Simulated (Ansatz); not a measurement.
**CH₂Pt: energies up the ladder**

Wanted for CH₂Pt: energies up the ladder.

Program: Ansatz 0.2.0. Level of theory: the levels named in each step. These are calculated values, not measurements.

## Step 1: The system as given

Bond lengths: C1–Pt2 1.870 Å, C1–H3 1.093 Å, C1–H4 1.093 Å. Angles: Pt2–C1–H3 123.0°, Pt2–C1–H4 123.0°, H3–C1–H4 113.9°.

Coordinates:

```xyz
4

C    -1.5390    0.4664    0.6614
Pt    0.1161   -0.0352   -0.0499
H    -2.1713   -0.2143    1.2367
H    -1.9614    1.4668    0.5396
```

## Step 2: A rough first relaxation, PBE-D4/def2-SVP

The input, input.yaml:

```yaml
crystal:
  periodic: [false, false, false]
  atoms:
    - { symbol: C, position_ang: [-1.53897, 0.4664, 0.66144] }
    - { symbol: Pt, position_ang: [0.1161, -0.03518, -0.0499] }
    - { symbol: H, position_ang: [-2.17131, -0.21431, 1.23668] }
    - { symbol: H, position_ang: [-1.96145, 1.46676, 0.53963] }
basis:
  gaussian: { orbitals: def2-SVP }
hamiltonian:
  xc: pbe
  dispersion: d4
relax:
  f_tol: 0.03
  max_steps: 200
```

On the command line:

```sh
> ansatz run input.yaml --threads 4 --pin off --max-ram 10240MiB --backend cpu --events-out ev --progress --plain --runs-dir out
```

The runs that follow: Relaxation, PBE0-D4/def2-TZVPP; Frequencies, PBE0-D4/def2-TZVPP; Single point, PBE-D4/def2-TZVPP; Single point, r2SCAN-D4/def2-TZVPP; Single point, B3LYP-D4/def2-TZVPP; Single point, wB97M-V/def2-TZVPP; Single point, B2PLYP/def2-TZVPP; Single point, LDA/def2-TZVPP; Single point, PBE0-D4/def2-SVP; Single point, PBE-D4/def2-SVP; The cation of multiplicity 2 at the same geometry, PBE0-D4/def2-TZVPP; The cation of multiplicity 2 at the same geometry, PBE-D4/def2-TZVPP; The cation of multiplicity 2 at the same geometry, r2SCAN-D4/def2-TZVPP; The cation of multiplicity 2 at the same geometry, B3LYP-D4/def2-TZVPP; The cation of multiplicity 2 at the same geometry, wB97M-V/def2-TZVPP; The cation of multiplicity 2 at the same geometry, B2PLYP/def2-TZVPP.

Q: Predict the outcome of this session. Wanted: C1–Pt2 at PBE0-D4/def2-TZVPP; frequencies at PBE0-D4/def2-TZVPP; vertical ionisation energy, B2PLYP/def2-TZVPP.

As calculated:

```
                                     quantity             value
                 C1–Pt2 at PBE0-D4/def2-TZVPP           1.772 Å
            frequencies at PBE0-D4/def2-TZVPP  766 to 3146 cm⁻¹
vertical ionisation energy, B2PLYP/def2-TZVPP          8.712 eV
```

What this shows: No mode is imaginary, so the geometry is a minimum. For the vertical ionisation energy, r2SCAN-D4/def2-TZVPP comes nearest to B2PLYP/def2-TZVPP (-0.02 eV) and wB97M-V/def2-TZVPP is farthest (-0.41 eV). Heavy atoms carry effective core potentials in def2 sets, and spin-orbit coupling is left out.
